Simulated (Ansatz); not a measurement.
# CaMg: the cost of one run

Program: Ansatz 0.2.0. Level of theory: DFT PBEsol, scalar-relativistic, plane waves, PAW. These are calculated values, not measurements.

26 further runs of the same task are left out: 26 set aside as unsound or not needed.

### Step 1. The system as given

Symmetry: Pm-3m, No. 221, cubic system. Conventional cell: a = 3.924 Å, b = 3.924 Å, c = 3.924 Å, α = 90.00°, β = 90.00°, γ = 90.00°. Around Ca (site symmetry m-3m) lie 8 Mg at 3.40 Å. Mg (site symmetry m-3m) is surrounded by 8 Ca at 3.40 Å.

Structure file:

```xyz
2
Lattice="3.9238 0.0000 0.0000 0.0000 3.9238 0.0000 0.0000 0.0000 3.9238" Properties=species:S:1:pos:R:3 pbc="T T T"
Ca    0.0000    0.0000    0.0000
Mg    1.9619    1.9619    1.9619
```

It goes back to an entry of the Materials Project, which need not be the stable form.

This cell was relaxed beforehand with the same method: volume 30.21 Å³/atom, gap on the mesh none (metal).

### Step 2. The scan

The energy is mapped over volume and the cell's shape.

The axes are (1) volume per atom: 7 values from 25.37 to 35.04 Å³; (2) c/a of the conventional cell: 9 values from 0.870 to 1.518.

Nothing else is relaxed (symmetry fixes all fractional coordinates). Energies count from the relaxed crystal. Points are written as (first, second).

### Step 3. Point (25.37 Å³, 0.933)

File input.yaml:

```yaml
crystal:
  lattice:
    - [3.7890649839, 0.0, 0.0]
    - [0.0, 3.7890649839, 0.0]
    - [0.0, 0.0, 3.534439817]
  atoms:
    - { symbol: Ca, position: [0.0, 0.0, 0.0] }
    - { symbol: Mg, position: [0.5, 0.5, 0.5] }
basis:
  ecutwfc: 520.0
kpoints:
  mp_grid: { grid: [12, 12, 12] }
hamiltonian:
  xc: pbesol
scf:
  occupations: { method: gaussian, width: 0.15 }
output:
  forces: true
  stress: true
  eigenvalues: true
  write_density: true
  write_potential: true
  elf: true
  volumetric_format: npy
```

Launch:

```bash
$ ansatz run input.yaml --threads 1 --pin off --max-ram 2048MiB --backend cpu --events-out ev --progress --plain --runs-dir out
```

Q: Estimate wall time and peak memory on 1 thread of AMD EPYC 9R45 (Zen 5), shared host.

About 4.8 s, with a peak of 0.53 GiB.
